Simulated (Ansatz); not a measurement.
# Zr2N, space group P4_2/mnm: a scan of one input key

Program: Ansatz's Python interface.

Typed at the interpreter:
```pycon
>>> from dataclasses import dataclass
>>> import warnings
>>> import ansatz as az
>>> @dataclass
... class Settings:
...     occupations: str = "fermi_dirac"
...     width_ev: float = 0.3
...     kmesh: tuple[int, ...] = (4, 4, 6)
...     cutoff: int = 630
...     functional: str = "pbesol"
...
>>> settings = Settings()
>>> warnings.simplefilter("ignore", az.DeckWarning)
>>> zr2n = (
...     az.Lattice.from_parameters(5.413, 5.413, 3.30779, alpha=90, beta=90, gamma=90)
...     .space_group(136, hermann_mauguin="P42/mnm")
...     .atom("Zr", (0.29613, 0.29613, 0.0))
...     .atom("N", (0.0, 0.0, 0.0))
... )
>>> [site.symbol for site in zr2n.resolved().sites]
['Zr', 'Zr', 'Zr', 'Zr', 'N', 'N']
>>> base = (
...     zr2n.calculation()
...     .occupations(settings.occupations, width=settings.width_ev)  # the run then minimises F = E - TS
...     .eigensolver("auto", mixed_precision=False)
...     .accuracy("low")  # preset for grids and thresholds
...     .kpoints(*settings.kmesh, center="gamma")  # sampling of the Brillouin zone
...     .basis(settings.cutoff, xc_grid=1)  # plane waves up to this kinetic energy
...     .functional(settings.functional)
...     .band_table()  # levels at the mesh points
... )
>>> typed = base.input()
>>> rows = []
>>> for value in [1, 2, 3]:
...     edited = typed.set(az.key.basis.xc_grid, value)
...     report = az.Session.from_dict(edited).plan().execute().report
...     rows.append((value, report["free_energy_ev"], report["n_iterations"], len(report["eigenvalues_ev"][0]) if "eigenvalues_ev" in report else 0))
...
>>> lines = [",".join(["xc grid", "F eV", "iterations", "bands listed"])] + [",".join(f"{v:.4f}" if isinstance(v, float) else str(v) for v in row) for row in rows]
>>> print("\n".join(lines))
xc grid,F eV,iterations,bands listed
1,-17280.2264,7,39
2,-17280.2264,6,39
3,-17280.2264,6,39
>>> with open("edit.csv", "w") as handle:
...     handle.write("\n".join(lines) + "\n")
...
94
```

Reading the output:
- These settings explore the input space; cutoff and mesh may be short of convergence.
- No spin polarisation was allowed.
- For a metal this k-point mesh is coarse: on a finer one energies can move by several to tens of meV an atom and pressures by half a GPa or more, differences at one mesh by less.
- A Fermi-Dirac width this large means warm electrons, whose thermal share enters the free energy.
- This cell is a computed structure, which may not be the phase found in nature.
- Finished in 34 s on 1 thread of Intel(R) Xeon(R) Platinum 8259CL CPU @ 2.50GHz (Skylake/Cascade Lake), on a shared host, peak memory 0.58 GiB.
